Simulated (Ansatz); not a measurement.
# Pd: the cost of one run

Method: DFT PBE, scalar-relativistic, plane waves, PAW, in Ansatz 0.2.0.

## (1) The structure to begin with

It takes space group Fm-3m (No. 225, cubic). The conventional cell has a = 3.893 Å, b = 3.893 Å, c = 3.893 Å, α = 90.00°, β = 90.00°, γ = 90.00°. Around Pd (site symmetry m-3m) lie 12 Pd at 2.75 Å.

Coordinates:

```
CELL_PARAMETERS angstrom
0.00000 1.94650 1.94650
1.94650 0.00000 1.94650
1.94650 1.94650 0.00000
ATOMIC_POSITIONS crystal
Pd 0.00000 0.00000 0.00000
```

The structure rests on an entry of the Crystallography Open Database; cell or positions may have been set otherwise for this series.

## (2) Relaxing cell and atoms: Pd, no spin

File input.yaml:

```yaml
crystal:
  lattice:
    - [0.0, 1.9465, 1.9465]
    - [1.9465, 0.0, 1.9465]
    - [1.9465, 1.9465, 0.0]
  atoms:
    - { symbol: Pd, position: [0.0, 0.0, 0.0] }
scf:
  occupations: { method: methfessel_paxton, width: 0.1 }
output:
  forces: true
  stress: true
  eigenvalues: true
kpoints:
  mp_grid: { grid: [20, 20, 20] }
hamiltonian:
  xc: pbe
relax:
  f_tol: 0.01
  adjacent_minimum: "off"
  cell: { stress_tol: 0.05 }
```

Launch:

```console
ansatz run input.yaml --threads 1 --pin off --max-ram 3072MiB --backend cpu --events-out ev --progress --plain --runs-dir out
```

What time and memory should one allow on 1 thread of Intel Xeon 6975P-C (Granite Rapids), shared host?

About 9.5 s, with a peak of 0.38 GiB.
